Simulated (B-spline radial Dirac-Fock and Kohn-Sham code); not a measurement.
# Inner shells of Cr²¹⁺

What does theory give for chromium as Cr²¹⁺? The session works out its X-ray form factor and Compton profile, the binding energy of each subshell, how cheaper methods do for the levels and the widths and yields of its core holes.

The numbers are computed with B-spline radial Dirac-Fock and Kohn-Sham code (version 2): a free atom or ion on a radial basis; each step names its model.

### Step 1. What is computed

The Cr²¹⁺ ion, 1s2 2s1.

```yaml
nuclear_charge: 24
electrons: 3
mass_number: 52
nuclear_rms_radius: 3.6452 fm
```

Outer shells as boxes (Hund's rule, for the drawing alone; heavy ions are jj-coupled, and the calculation averages over the configuration):

```
[He] core
2s [↑ ]
```

### Step 2. Form factor and Compton profile

Model: Dirac-Fock average of configuration, finite nucleus; form factor of the spherical density, Waller-Hartree incoherent function, impulse-approximation Compton profiles.

Recorded inputs:

```ini
task = scatter
Z = 24
charge = 21
configuration = 1s2 2s1
mass_number = 52
rms_radius = 3.6452  # fm
s = [0.0, 0.05, 0.1, 0.15, 0.2, 0.25, 0.3, 0.35, 0.4, 0.45, 0.5, 0.6, 0.7, 0.8, 0.9, 1.0, 1.1, 1.2, 1.4, 1.6, 1.8, 2.0, 2.5, 3.0, 3.5, 4.0, 5.0, 6.0]  # 1/A
pz = [0, 0.1, 0.2, 0.3, 0.4, 0.5, 0.6, 0.8, 1.0, 1.2, 1.4, 1.6, 1.8, 2.0, 2.5, 3.0, 4.0, 5.0, 7.0, 10.0, 15.0, 20.0, 30.0, 40.0, 60.0, 100.0]  # a.u.
photon_energy = [1000, 5000, 8047.8, 20000, 30000, 50000, 100000, 1000000]  # eV
```

### Step 3. Hole states by ΔSCF

Model: Dirac-Fock average of configuration, Delta-SCF, finite nucleus, first-order Breit with its frequency dependence, self-energy and vacuum polarisation.

Settings, as recorded:

```ini
task = binding
```

### Step 4. Dirac LDA, for comparison

Model: Dirac-Kohn-Sham LDA (Slater exchange, VWN correlation), finite nucleus, spherical and without spin polarisation.

Settings, as recorded:

```ini
task = binding-ladder
method = lda,vwn
relativity = dirac
```

### Step 5. non-relativistic HF, for comparison

Model: non-relativistic Hartree-Fock, average of configuration, point nucleus.

Settings, as recorded:

```ini
task = binding-ladder
method = hf
relativity = nr
```

(Steps that only read results are left out.)

What does the calculation give? Wanted: rms radius of the electron cloud; form factor halves at; Compton profile at zero; deepest level listed, L1; least bound, L1; Dirac LDA, L1: eigenvalue / ΔSCF; non-relativistic HF, 2s: eigenvalue / ΔSCF.

**Answer**, as computed:

| quantity | value |
| --- | --- |
| rms radius of the electron cloud | 0.173 bohr |
| form factor halves at | 2.8 1/Å |
| Compton profile at zero | 0.1905 1/a.u. |
| deepest level listed, L1 (2s) | 1721.0 eV |
| least bound, L1 (2s) | 1721.0 eV |
| ionisation energy, NIST (theoretical) | 1721.18 eV |
| Dirac LDA, L1: eigenvalue / ΔSCF | 1675.4 / 1713.4 eV |
| non-relativistic HF, 2s: eigenvalue / ΔSCF | 1706.1 / 1706.1 eV |

What this shows: Further runs did not end well and aren't shown (photo). The form factor starts at the 3 electrons and halves by s = 2.8 1/Å. Incoherent scattering outweighs coherent from 100 keV on, among the energies asked. For L1 (2s), relaxation takes off 0.0103 eV, Breit terms shift it by -0.43 and QED by -0.35 eV. NIST's ionisation energy differs by +0.16 eV from the least binding energy; correlation is missing from the calculation. Dirac LDA misses the L1 level by -2.7 % with its eigenvalue and by -0.4 % with ΔSCF, so total-energy differences mend most of the error. Non-relativistic HF misses the 2s level by -0.9 % with its eigenvalue and by -0.9 % with ΔSCF. The Hartree-Fock and Dirac-Fock values hold no electron correlation.
